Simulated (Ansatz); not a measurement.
Consider cell relaxations under several functionals of KCdF₃, space group Pm-3m (Ansatz 0.2.0 through its Python package).

`lattice_kcdf3.py`
```python
# -*- coding: utf-8 -*-
import warnings

import ansatz
import numpy as np

OCCUPATIONS = 'fixed'
KMESH = (4, 4, 4)
FORCE_TOL = 0.01

def edges_and_angles(cell):
    cell = np.asarray(cell)
    a, b, c = np.linalg.norm(cell, axis=1)
    cosines = cell[1] @ cell[2] / (b * c), cell[0] @ cell[2] / (a * c), cell[0] @ cell[1] / (a * b)
    return (a, b, c, *np.degrees(np.arccos(cosines)))


def main():
    warnings.simplefilter('ignore', ansatz.DeckWarning)

    cell = (
        ansatz.Lattice.of((4.382089, 0.0, 0.0), (0.0, 4.382089, 0.0), (0.0, 0.0, 4.382089))
        .atom('K', (0.0, 0.0, 0.0))
        .atom('Cd', (0.5, 0.5, 0.5))
        .atom('F', (0.0, 0.5, 0.5))
        .atom('F', (0.5, 0.0, 0.5))
        .atom('F', (0.5, 0.5, 0.0))
    )

    model = (
        cell.calculation()
        .occupations(OCCUPATIONS)
        .basis(19 * ansatz.Ha)
        .kpoints(*KMESH)
        .relax(cell=True, force_tolerance=FORCE_TOL)
    )

    levels = [('pbesol', 'none'), ('blyp', 'd3bj'), ('pbesol', 'd3bj')]
    print('level            a       b       c    alpha   beta  gamma  V/atom  steps')
    for name, dispersion in levels:
        seen = []
        run = model.functional(name, dispersion=dispersion).session().plan()
        result = run.execute(on_event=lambda e: seen.append(e) if e['event'] == 'relax_step' else None)
        cell = result.lattice.cell_ang
        label = name if dispersion == 'none' else f'{name}+{dispersion}'
        print('{:13s} {:7.4f} {:7.4f} {:7.4f} {:6.2f} {:6.2f} {:6.2f}'.format(label, *edges_and_angles(cell)), f'{abs(np.linalg.det(cell)) / len(result.lattice.sites):7.3f} {len(seen):5d}')


if __name__ == '__main__':
    main()
```

Rank the levels of theory by the volume of the relaxed cell.

From smallest to largest: PBEsol+D3BJ (16.52 Å³ an atom, -1.8 % against the start), PBEsol (16.86 Å³ an atom, +0.2 % against the start) and BLYP+D3BJ (17.38 Å³ an atom, +3.3 % against the start). The spread is 5.2 % in volume.

The run itself:

```console
$ python lattice_kcdf3.py
level            a       b       c    alpha   beta  gamma  V/atom  steps
pbesol         4.3848  4.3848  4.3848  90.00  90.00  90.00  16.860     3
blyp+d3bj      4.4292  4.4292  4.4292  90.00  90.00  90.00  17.378     4
pbesol+d3bj    4.3552  4.3552  4.3552  90.00  90.00  90.00  16.521     4
```

What to keep in mind:
- Forces vanish by symmetry, so the ions can't move, and the end may be a saddle.
- This cell is a computed structure, which may not be the phase found in nature.
- Hardware and time: 14 s on 1 thread of Intel(R) Xeon(R) Processor @ 2.30GHz, with other jobs on the host, peak memory 0.58 GiB.
